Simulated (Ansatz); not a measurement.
# AlF3 (SMILES F[Al](F)F) at RPA@PBE0/6-311+G(d,p)

What is the energy change on altering one bond length of AlF3 at RPA@PBE0/6-311+G**? 

Program for the calculation: Ansatz 0.2.0.

39 further runs of the same task are left out: 39 set aside as unsound or not needed.

**1. The system as given**

AlF3: 4 atoms, total charge 0, spin state singlet. As SMILES, `F[Al](F)F`. The coordinates come from a PBE0-D4/def2-TZVP relaxation.

Bond lengths: F1–Al2 1.629 Å, Al2–F3 1.629 Å, Al2–F4 1.629 Å. Angles: F1–Al2–F3 120.0°, F1–Al2–F4 120.0°, F3–Al2–F4 120.0°.

**2. A single-point energy at RPA@PBE0/6-311+G(d,p)**

File run.yaml:

```yaml
crystal:
  periodic: [false, false, false]
  atoms:
    - {symbol: F, position_ang: [0.859410, -0.722590, 1.180170]}
    - {symbol: Al, position_ang: [-0.000000, -0.000010, -0.000000]}
    - {symbol: F, position_ang: [-1.440740, -0.612530, -0.450110]}
    - {symbol: F, position_ang: [0.581330, 1.335130, -0.730040]}
basis:
  gaussian:
    orbitals: 6-311+G_st__st_-spherical.json
hamiltonian:
  xc: {name: PBE0}
correlation:
  method: rpa
  frozen_orbitals: {Al: 5, F: 1}
accuracy: high
```

The basis set 6-311+G** is read from a file made from the Basis Set Exchange's data (not shown).

Launch:

```bash
$ ansatz run run.yaml --threads 1 --pin off --max-ram 3480MiB --events-out events.jsonl --progress --plain --runs-dir runs
```

Standard output:

```text
Warning: RAYON_NUM_THREADS=1 ignored (pool sized by the plan → 1); use --threads N
Functional definition: PBE0
  name "PBE0"
  parameter a = 0.25
  parameter kappa = 0.804
  parameter beta = 0.06672455060314922
  exchange = (1 - a)*pbe_x(kappa = kappa, mu = beta*pi^2/3) + a*exact_x
  correlation = pbe_c(beta = beta)
1643 factors; integrals over basis functions are off by at most 4.1e-9 eV
mean field evaluation 1: about -14739.2167 eV, gradient 6.5e1 eV
mean field evaluation 2: about -14739.2647 eV, gradient 6.5e1 eV
mean field evaluation 4: about -14745.1015 eV, gradient 1.4e0 eV
mean field evaluation 8: about -14745.1233 eV, gradient 1.3e-2 eV
mean field evaluation 16: about -14745.1233 eV, gradient 1.8e-6 eV
mean field -14745.12326767 eV, -541.8732854833 hartree, gradient 1.1e-8 eV, S^2 0.000000; 0 other end points of the search recorded, 0 dependent functions left out
8 core orbitals not correlated: weight in the atoms' cores, before any rotation towards them, 1.000 or more for the frozen orbitals, at most 0.000 for the correlated occupied ones
reference -14708.53455301 eV, -540.5286750205 hartree; 12, 12 occupied and 76, 76 virtual orbitals, 1643 factors
Total energy: -14733.24607372 eV, -541.4368066562 hartree
```

It took 7.5 s on 1 thread of Arm Neoverse V2, shared host; peak memory 0.32 GiB.

**3. The distorted shape at the same level**

File input.yaml:

```yaml
crystal:
  periodic: [false, false, false]
  atoms:
    - {symbol: F, position_ang: [1.579744, -0.416345, 1.405214]}
    - {symbol: Al, position_ang: [0.720334, 0.306235, 0.225044]}
    - {symbol: F, position_ang: [-1.440740, -0.612530, -0.450110]}
    - {symbol: F, position_ang: [1.301664, 1.641375, -0.504996]}
basis:
  gaussian:
    orbitals: 6-311+G_st__st_-spherical.json
accuracy: high
hamiltonian:
  xc: pbe0
correlation:
  method: rpa
  frozen_orbitals: {Al: 5, F: 1}
```

The basis set 6-311+G** is read from a file made from the Basis Set Exchange's data (not shown).

Launch:

```bash
$ ansatz run input.yaml --threads 1 --pin off --max-ram 3480MiB --events-out events.jsonl --progress --plain --runs-dir runs
```

Standard output (excerpt; [...] marks lines left out):

```text
Warning: RAYON_NUM_THREADS=1 ignored (pool sized by the plan → 1); use --threads N
Functional definition: PBE0
  name "PBE0"
[...]
1626 factors; integrals over basis functions are off by at most 8.9e-9 eV
[...]
mean field -14742.05094583 eV, -541.7603797381 hartree, gradient 3.0e-8 eV, S^2 0.000000; 2 other end points of the search recorded, 0 dependent functions left out
8 core orbitals not correlated: weight in the atoms' cores, before any rotation towards them, 1.000 or more for the frozen orbitals, at most 0.000 for the correlated occupied ones
reference -14704.77809079 eV, -540.3906275800 hartree; 12, 12 occupied and 76, 76 virtual orbitals, 1626 factors
Total energy: -14730.17894892 eV, -541.3240918987 hartree
```

It took 8.7 s on 1 thread of Arm Neoverse V2, shared host; peak memory 0.33 GiB.

**4. Results**

Level: RPA@PBE0/6-311+G**, 8 core orbitals frozen.

| quantity | value |
| --- | --- |
| first shape: total energy | -541.43681 Eh |
| first shape: RPA correlation energy (valence) | -908.1 mEh |
| distorted shape: total energy | -541.32409 Eh |
| distorted shape: RPA correlation energy (valence) | -933.5 mEh |
| energy change with the Al2–F3 bond stretched from 1.629 to 2.443 Å | 3.067 eV |

What this shows: With the Al2–F3 bond stretched from 1.629 to 2.443 Å the energy rises by 3.07 eV (296 kJ/mol). The first shape isn't relaxed at this level, so the change isn't measured from a minimum.
